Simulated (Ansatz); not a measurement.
**C2H6Cl2SSi2: one species, many methods**

How much do the methods differ for C2H6Cl2SSi2? The plan is to run it at one geometry with functionals of several rungs and with coupled cluster, and see how far each lands from CCSD(T) at the basis-set limit for the atomisation energy.

Computed with Ansatz 0.2.0, Gaussian basis. Level: functionals in def2-TZVPP, the program's frozen cores in correlated methods.

Plan: PBE-D4, r2SCAN-D4, PBE0-D4, B3LYP-D4, ωB97X-V, ωB97M-V, B2PLYP; CCSD(T)/def2-TZVPP; MP2/def2-QZVPP; extrapolation to the limit.

## Step 1: Structure used throughout

The geometry comes from an earlier relaxation with PBE0-D4 in a triple-zeta def2 set; it is a stationary point, not always the lowest conformer.

SMILES `C=C[SiH2]S[SiH](Cl)Cl`, 13 atoms, charge 0, spin multiplicity 1.

Atoms are counted from 1 here; the program's logs count them from 0.

Bond lengths: C1–C2 1.330 Å, C1–H8 1.086 Å, C1–H9 1.086 Å, C2–Si3 1.848 Å, C2–H10 1.088 Å, Si3–S4 2.160 Å, Si3–H11 1.484 Å, Si3–H12 1.483 Å, S4–Si5 2.105 Å, Si5–Cl6 2.046 Å, Si5–Cl7 2.044 Å, Si5–H13 1.473 Å. Angles: C2–C1–H8 121.7°, C2–C1–H9 122.1°, H8–C1–H9 116.2°, C1–C2–Si3 121.6°, C1–C2–H10 119.0°, Si3–C2–H10 119.4°, C2–Si3–S4 112.5°, C2–Si3–H11 112.5°, C2–Si3–H12 109.4°, S4–Si3–H11 101.6°, S4–Si3–H12 110.2°, H11–Si3–H12 110.5°, Si3–S4–Si5 102.1°, S4–Si5–Cl6 112.3°, S4–Si5–Cl7 112.6°, S4–Si5–H13 107.8°, Cl6–Si5–Cl7 107.7°, Cl6–Si5–H13 108.5° and more.

Geometry (Å):

```mol
C2H6Cl2SSi2
  3D, bonds by distance, orders not assigned

 13 12  0  0  0  0  0  0  0  0999 V2000
   -0.8323    1.5727   -1.1614 C   0  0
   -0.0914    0.4924   -1.3933 C   0  0
    1.4637    0.1641   -0.4498 Si  0  0
    1.3908   -1.6998    0.6403 S   0  0
   -0.4249   -1.5259    1.6908 Si  0  0
   -0.6785    0.3369    2.4985 Cl  0  0
   -2.0519   -1.9229    0.5185 Cl  0  0
   -0.5601    2.2994   -0.4011 H   0  0
   -1.7460    1.7758   -1.7128 H   0  0
   -0.4144   -0.2164   -2.1528 H   0  0
    2.6313   -0.0547   -1.3395 H   0  0
    1.7231    1.2910    0.4779 H   0  0
   -0.4094   -2.5126    2.7847 H   0  0
  1  2  8  0
  2  3  8  0
  3  4  8  0
  4  5  8  0
  5  6  8  0
  5  7  8  0
  1  8  8  0
  1  9  8  0
  2 10  8  0
  3 11  8  0
  3 12  8  0
  5 13  8  0
M  END
```

## Step 2: PBE-D4 (GGA)

in.yaml

```yaml
crystal:
  periodic: [false, false, false]
  atoms:
    - {symbol: C, position_ang: [-0.832325, 1.572700, -1.161399]}
    - {symbol: C, position_ang: [-0.091396, 0.492399, -1.393342]}
    - {symbol: Si, position_ang: [1.463698, 0.164055, -0.449822]}
    - {symbol: S, position_ang: [1.390786, -1.699782, 0.640343]}
    - {symbol: Si, position_ang: [-0.424915, -1.525909, 1.690848]}
    - {symbol: Cl, position_ang: [-0.678485, 0.336872, 2.498456]}
    - {symbol: Cl, position_ang: [-2.051882, -1.922876, 0.518491]}
    - {symbol: H, position_ang: [-0.560123, 2.299386, -0.401104]}
    - {symbol: H, position_ang: [-1.745995, 1.775759, -1.712830]}
    - {symbol: H, position_ang: [-0.414402, -0.216357, -2.152774]}
    - {symbol: H, position_ang: [2.631321, -0.054679, -1.339458]}
    - {symbol: H, position_ang: [1.723086, 1.290977, 0.477867]}
    - {symbol: H, position_ang: [-0.409378, -2.512554, 2.784733]}
basis:
  gaussian: {orbitals: def2-TZVPP}
hamiltonian: {xc: pbe, dispersion: d4}
output: {forces: true, orbitals: {seedname: orbitals}}
```

The run is started by

```
ansatz run in.yaml --threads 2 --pin off --events-out ev --progress --plain --max-ram 32768MiB --backend cuda --devices 0, --max-vram 18GiB
```

The runs that follow: r2SCAN-D4 (meta-GGA); PBE0-D4 (hybrid); B3LYP-D4 (hybrid); ωB97X-V (range-separated); ωB97M-V (range-separated); B2PLYP (double hybrid); CCSD(T) in def2-TZVPP; MP2 in def2-QZVPP.

Q: Predict the results of all the runs planned. Wanted: atomisation energy, CCSD(T)/CBS; farthest; mean size of error, hybrid; mean size of error, range-separated; gap, smallest and largest; T1 diagnostic; triples share of the correlation energy.

**Answer**, as computed:

```
                               quantity                                 value
        atomisation energy, CCSD(T)/CBS                         4676.1 kJ/mol
 functionals within 23.4 kJ/mol (0.5 %)  r2SCAN-D4, PBE0-D4, ωB97X-V, ωB97M-V
                               farthest                 B2PLYP (-89.3 kJ/mol)
             mean size of error, hybrid                           19.4 kJ/mol
    mean size of error, range-separated                           22.6 kJ/mol
              gap, smallest and largest  4.66 eV (PBE-D4), 11.33 eV (ωB97X-V)
                          T1 diagnostic                                0.0108
triples share of the correlation energy                                 4.4 %
```

**Reading.** PBE-D4 misses by +58.0 kJ/mol. Double hybrids carry the basis error of their MP2 part in triple zeta, and no dispersion term here, so their miss is partly the set-up's. Misses under about 23.4 kJ/mol are within the doubt on the reference itself, which lacks core-valence correlation, relativity and higher excitations. Hartree-Fock recovers 74 % of the binding; the rest is correlation. Orbital gaps span 4.7 to 11.3 eV; exact exchange widens them.
